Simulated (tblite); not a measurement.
# GFN2-xTB run of CH5BiS (BiH2(SMe))

We compute a geometry optimisation of CH5BiS (BiH2(SMe)). The job is set up through a Python script.

The calculation is run with tblite 0.8.0.

10 further runs of the same task are left out: 10 set aside as unsound or not needed.

### 1 Starting point

CH5BiS has 8 atoms, charge 0, and is taken as a singlet. As SMILES, `[H][Bi]([H])[S]C`. Geometry: a GFN2-xTB relaxation, a rough one for these elements and not checked as a minimum. This is one conformer, not always the lowest. The run starts from this shape.

Bond lengths: Bi1–S4 2.536 Å, S4–C5 1.827 Å, Bi1–H2 1.774 Å, Bi1–H3 1.771 Å, C5–H6 1.087 Å, C5–H7 1.085 Å, C5–H8 1.086 Å. Angles: Bi1–S4–C5 98.1°, H2–Bi1–S4 92.0°, H3–Bi1–S4 91.8°, S4–C5–H6 110.1°, S4–C5–H7 106.4°, S4–C5–H8 110.1°, H2–Bi1–H3 88.1°, H6–C5–H7 109.7°, H6–C5–H8 110.8°, H7–C5–H8 109.7°.

### 2 A geometry optimisation at GFN2-xTB

Input file geom.xyz:

```xyz
8
BiH2(SMe)
Bi     0.834430     1.649080     0.275180
H      2.281570     1.625600    -0.750410
H      0.150670     2.860870    -0.820080
S     -0.231140    -0.246790    -1.028740
C     -0.687570    -1.309290     0.386160
H      0.204120    -1.610910     0.928760
H     -1.174610    -2.184340    -0.031730
H     -1.377470    -0.784220     1.040850
```

Input file run.py:

```python
"""GFN2-xTB geometry optimisation"""
import json
import numpy as np
from tblite.interface import Calculator
from tblite.interface import symbols_to_numbers
from scipy.optimize import minimize

symbols = list(map(str, np.loadtxt("geom.xyz", skiprows=2, usecols=0, dtype=str, ndmin=1)))
numbers = np.array(symbols_to_numbers(symbols))
positions = np.loadtxt("geom.xyz", skiprows=2, usecols=(1, 2, 3), ndmin=2) / 0.5291772

calc = Calculator("GFN2-xTB", numbers, positions, charge=0, uhf=0)
calc.set("verbosity", 0)
calc.set("accuracy", 0.01)
last, frames, energies, grads = [None], [], [], []

def fun(x):
    calc.update(x.reshape(-1, 3))
    last[0] = calc.singlepoint(last[0])
    return float(last[0].get('energy')), last[0].get('gradient').ravel()

def show(x):
    e, g = fun(x)
    frames.append(x.reshape(-1, 3).tolist())
    energies.append(e)
    grads.append(g.reshape(-1, 3).tolist())
    print(f"{len(energies) - 1:4d} {e:16.9f} {np.abs(g).max():12.3e} {np.linalg.norm(g):12.3e}")

print("step      energy/Eh       max grad     grad norm")
show(positions.ravel())
opt = minimize(fun, positions.ravel(), jac=True, method="BFGS", callback=show, options={"gtol": 3e-05, "maxiter": 500})
print("converged:", opt.success, "-", opt.message)
fun(opt.x)
res = last[0]
final = opt.x.reshape(-1, 3)
print("final geometry (angstrom)")
for s, p in zip(symbols, final * 0.529177210903):
    print(f"{s:<2} {p[0]:12.6f} {p[1]:12.6f} {p[2]:12.6f}")
print(f"Energy: {res.get('energy') * 27.211386:.8f} eV")
eps = np.atleast_2d(res.get("orbital-energies")) * 27.211386
occ = np.atleast_2d(res.get("orbital-occupations"))
filled = occ.sum(axis=0) if eps.shape[0] == 1 else occ[0]
homo = np.nonzero(filled > 0.5)[0].max()
print("  MO   occupation   energy/eV")
for i in range(max(0, homo - 4), min(eps.shape[1], homo + 5)):
    print(f"{i + 1:4d} {filled[i]:10.4f} {eps[0, i]:12.4f}")
mu = res.get("dipole") * 2.541746
print(f"|mu|: {np.linalg.norm(mu):.4f} D, components " + " ".join(f"{c:.4f}" for c in mu))
q = res.get("charges")
print("Charges:", " ".join(f"{s}{i + 1}={c:+.4f}" for i, (s, c) in enumerate(zip(symbols, q))))
out = {k: np.asarray(res.get(k)).tolist() for k in ("energy", "gradient", "charges", "dipole", "orbital-energies", "orbital-occupations")}
out.update(symbols=symbols, positions=(positions * 0.529177210903).tolist(), final=final.tolist(), frames=frames, step_energies=energies, grads=grads, success=bool(opt.success))
json.dump(out, open("results.json", "w"))
```

Run with:

```
python run.py
```

Q: Predict the results. Wanted: total energy at the end; dipole moment; HOMO energy; LUMO energy; HOMO–LUMO gap.

Computed results:

At GFN2-xTB:

| quantity | value |
| --- | --- |
| total energy at the end | -10.31723 Eh |
| dipole moment | 5.26 D |
| HOMO energy | -9.65 eV |
| LUMO energy | -5.61 eV |
| HOMO–LUMO gap | 4.04 eV |

At the final geometry: Bond lengths: Bi1–S4 2.536 Å, S4–C5 1.828 Å, Bi1–H2 1.773 Å, Bi1–H3 1.770 Å, C5–H6 1.086 Å, C5–H7 1.085 Å, C5–H8 1.087 Å. Angles: Bi1–S4–C5 98.1°, H2–Bi1–S4 92.0°, H3–Bi1–S4 91.7°, S4–C5–H6 110.1°, S4–C5–H7 106.4°, S4–C5–H8 110.1°, H2–Bi1–H3 88.0°, H6–C5–H7 109.7°, H6–C5–H8 110.7°, H7–C5–H8 109.7°. The optimisation took 10 steps and changed the energy by -0.000 eV. Mulliken charges run from -0.32 on S4 to +0.46 on Bi1.
